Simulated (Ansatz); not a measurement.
**C₄H₁₀ClGa: small, medium and large basis sets**

Aim: see how fast density functionals converge with the basis set for C₄H₁₀ClGa.

Program: Ansatz 0.2.0, Gaussian basis. Level of theory: one geometry, several basis sets. These are calculated values, not measurements.

Plan: PBE0-D4/def2-SVP; ωB97M-V/def2-SVP; PBE0-D4/def2-QZVPP; ωB97M-V/def2-QZVPP; the functionals' def2-TZVPP values are taken from earlier runs.

## (1) Structure used throughout

An earlier PBE0-D4 in a triple-zeta def2 set relaxation fixed the geometry.

16 atoms, charge 0, spin multiplicity 1.

Atoms are counted from 1 here; the program's logs count them from 0.

Bond lengths: C1–C2 1.524 Å, C1–H7 1.093 Å, C1–H8 1.096 Å, C1–H9 1.095 Å, C2–C3 1.525 Å, C2–Ga4 1.979 Å, C2–H10 1.098 Å, C3–H11 1.092 Å, C3–H12 1.095 Å, C3–H13 1.096 Å, Ga4–C5 1.958 Å, Ga4–Cl6 2.177 Å, C5–H14 1.093 Å, C5–H15 1.091 Å, C5–H16 1.092 Å. Angles: C2–C1–H7 112.5°, C2–C1–H8 110.9°, C2–C1–H9 111.6°, H7–C1–H8 107.4°, H7–C1–H9 107.4°, H8–C1–H9 106.9°, C1–C2–C3 112.1°, C1–C2–Ga4 112.1°, C1–C2–H10 108.6°, C3–C2–Ga4 111.8°, C3–C2–H10 107.9°, Ga4–C2–H10 103.9°, C2–C3–H11 112.0°, C2–C3–H12 111.6°, C2–C3–H13 110.7°, H11–C3–H12 107.5°, H11–C3–H13 107.9°, H12–C3–H13 106.9° and more.

## (2) PBE0-D4 in def2-SVP

The input, in.yaml:

```yaml
crystal:
  periodic: [false, false, false]
  atoms:
    - {symbol: C, position_ang: [0.346142, -0.284550, 1.665694]}
    - {symbol: C, position_ang: [0.874922, 0.193155, 0.318280]}
    - {symbol: C, position_ang: [1.926255, -0.752406, -0.252788]}
    - {symbol: Ga, position_ang: [-0.583372, 0.536142, -0.974090]}
    - {symbol: C, position_ang: [-2.531641, 0.597676, -0.788743]}
    - {symbol: Cl, position_ang: [0.112388, 0.945310, -2.995942]}
    - {symbol: H, position_ang: [-0.374630, 0.411944, 2.102537]}
    - {symbol: H, position_ang: [1.163320, -0.404383, 2.386290]}
    - {symbol: H, position_ang: [-0.149080, -1.257042, 1.582062]}
    - {symbol: H, position_ang: [1.343419, 1.177208, 0.455235]}
    - {symbol: H, position_ang: [2.313086, -0.402708, -1.212076]}
    - {symbol: H, position_ang: [1.521569, -1.757629, -0.407131]}
    - {symbol: H, position_ang: [2.772781, -0.851590, 0.436269]}
    - {symbol: H, position_ang: [-2.887479, 1.601734, -1.031519]}
    - {symbol: H, position_ang: [-2.860112, 0.338899, 0.218508]}
    - {symbol: H, position_ang: [-2.987567, -0.091750, -1.502595]}
basis:
  gaussian: {orbitals: def2-SVP}
hamiltonian: {xc: pbe0, dispersion: d4}
output: {orbitals: {seedname: orbitals}}
```

After this run come: ωB97M-V in def2-SVP; PBE0-D4 in def2-QZVPP; ωB97M-V in def2-QZVPP.

Before running them: what should the planned runs give, taken together? Wanted: PBE0-D4: double and triple zeta above quadruple; ωB97M-V: double and triple zeta above quadruple.

**Answer**, as computed:

| quantity | value |
| --- | --- |
| PBE0-D4: double and triple zeta above quadruple | 17.49, 1.79 eV |
| ωB97M-V: double and triple zeta above quadruple | 17.67, 1.74 eV |

PBE0-D4 gains 15.70 eV from double to triple zeta, then 1.79 eV more. These are total energies; as a rule much of such shifts cancels in differences, which this series doesn't test.
